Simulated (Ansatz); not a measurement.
**C4H3F3: a ladder of functionals and wavefunction methods**

An exercise on one series of results from a longer session: the logs are not shown, and one member is left open.

The runs use Ansatz 0.2.0, Gaussian basis; functionals in def2-TZVPP, the program's frozen cores in correlated methods.

Plan: LDA (SPW92), PBE-D4, revPBE-D4, BLYP-D4, r2SCAN-D4, B97M-V, PBE0-D4, B3LYP-D4, r2SCANh-D4, r2SCAN0-D4, HSE06-D4, BHLYP-D4, CAM-B3LYP-D4, LC-ωPBE, ωB97X-V, ωB97M-V, B2PLYP, PBE-QIDH; CCSD(T)/def2-SVP; CCSD(T)/def2-TZVPP; MP2/def2-QZVPP; extrapolation to the limit; RPA on PBE.

## Structure used throughout

All runs share one geometry, relaxed beforehand with PBE0-D4 in a triple-zeta def2 set.

SMILES `F/C=C\C=C(F)F`, 10 atoms, charge 0, spin multiplicity 1.

Atoms are counted from 1 here; the program's logs count them from 0.

Bond lengths: F1–C2 1.338 Å, C2–C3 1.327 Å, C2–H8 1.082 Å, C3–C4 1.442 Å, C3–H9 1.083 Å, C4–C5 1.325 Å, C4–H10 1.081 Å, C5–F6 1.314 Å, C5–F7 1.311 Å. Angles: F1–C2–C3 122.0°, F1–C2–H8 112.7°, C3–C2–H8 125.3°, C2–C3–C4 124.3°, C2–C3–H9 116.6°, C4–C3–H9 119.1°, C3–C4–C5 123.1°, C3–C4–H10 120.0°, C5–C4–H10 116.8°, C4–C5–F6 125.2°, C4–C5–F7 124.7°, F6–C5–F7 110.1°.

Geometry (Å):

```mol
C4H3F3
  3D, bonds by distance, orders not assigned

 10  9  0  0  0  0  0  0  0  0999 V2000
    1.0789   -2.2715    0.1991 F   0  0
    0.2943   -1.5412    0.9992 C   0  0
   -0.1466   -0.3405    0.6459 C   0  0
    0.1605    0.3007   -0.6089 C   0  0
   -0.2927    1.5009   -0.9389 C   0  0
   -1.0646    2.2516   -0.1864 F   0  0
   -0.0331    2.1119   -2.0698 F   0  0
    0.0747   -2.0376    1.9355 H   0  0
   -0.7766    0.1748    1.3604 H   0  0
    0.7884   -0.2000   -1.3331 H   0  0
  1  2  8  0
  2  3  8  0
  3  4  8  0
  4  5  8  0
  5  6  8  0
  5  7  8  0
  2  8  8  0
  3  9  8  0
  4 10  8  0
M  END
```

Set-up of the first run:

File in.yaml:

```yaml
crystal:
  periodic: [false, false, false]
  atoms:
    - {symbol: F, position_ang: [1.078872, -2.271456, 0.199065]}
    - {symbol: C, position_ang: [0.294341, -1.541180, 0.999210]}
    - {symbol: C, position_ang: [-0.146586, -0.340490, 0.645860]}
    - {symbol: C, position_ang: [0.160478, 0.300687, -0.608878]}
    - {symbol: C, position_ang: [-0.292731, 1.500872, -0.938900]}
    - {symbol: F, position_ang: [-1.064552, 2.251630, -0.186407]}
    - {symbol: F, position_ang: [-0.033142, 2.111875, -2.069759]}
    - {symbol: H, position_ang: [0.074694, -2.037577, 1.935484]}
    - {symbol: H, position_ang: [-0.776583, 0.174755, 1.360386]}
    - {symbol: H, position_ang: [0.788407, -0.200018, -1.333062]}
basis:
  gaussian: {orbitals: def2-TZVPP}
hamiltonian: {xc: lda}
output: {orbitals: {seedname: orbitals}}
```

Command:

```console
$ ansatz run in.yaml --threads 4 --pin off --events-out ev --progress --plain --max-ram 10444MiB
```

Among the steps run: LDA; PBE-D4 (GGA); revPBE-D4 (GGA); BLYP-D4 (GGA); r2SCAN-D4 (meta-GGA); B97M-V (meta-GGA); B3LYP-D4 (hybrid); r2SCANh-D4 (hybrid); r2SCAN0-D4 (hybrid); HSE06-D4 (hybrid); BHLYP-D4 (hybrid); CAM-B3LYP-D4 (range-separated); LC-ωPBE (range-separated); ωB97X-V (range-separated); ωB97M-V (range-separated); B2PLYP (double hybrid); PBE-QIDH (double hybrid).

One table of the session follows, with a row left open; its other results are not shown here.

It belongs to the step «Orbital energies across the functionals». 

| functional | HOMO (eV) | gap (eV) |
| --- | --- | --- |
| LDA (SPW92) | -5.80 | 3.94 |
| PBE-D4 | -5.57 | 3.99 |
| revPBE-D4 | -5.48 | 4.01 |
| BLYP-D4 | -5.45 | 3.97 |
| r2SCAN-D4 | -5.75 | 4.34 |
| B97M-V | -5.78 | 4.47 |
| PBE0-D4 | -6.71 | 6.02 |
| B3LYP-D4 | -6.53 | 5.59 |
| r2SCANh-D4 | -6.19 | 5.10 |
| r2SCAN0-D4 | -6.84 | 6.25 |
| HSE06-D4 | ? | ? |
| BHLYP-D4 | -7.74 | 8.09 |
| CAM-B3LYP-D4 | -8.01 | 8.39 |
| LC-ωPBE | -9.27 | 10.79 |
| ωB97X-V | -8.89 | 10.40 |
| ωB97M-V | -8.81 | 10.24 |

**Question.** Estimate the row for HSE06-D4.

The run gave: HOMO (eV): -6.31; gap (eV): 5.25. In the column «HOMO (eV)» it lies between B3LYP-D4 (-6.53) and r2SCANh-D4 (-6.19).
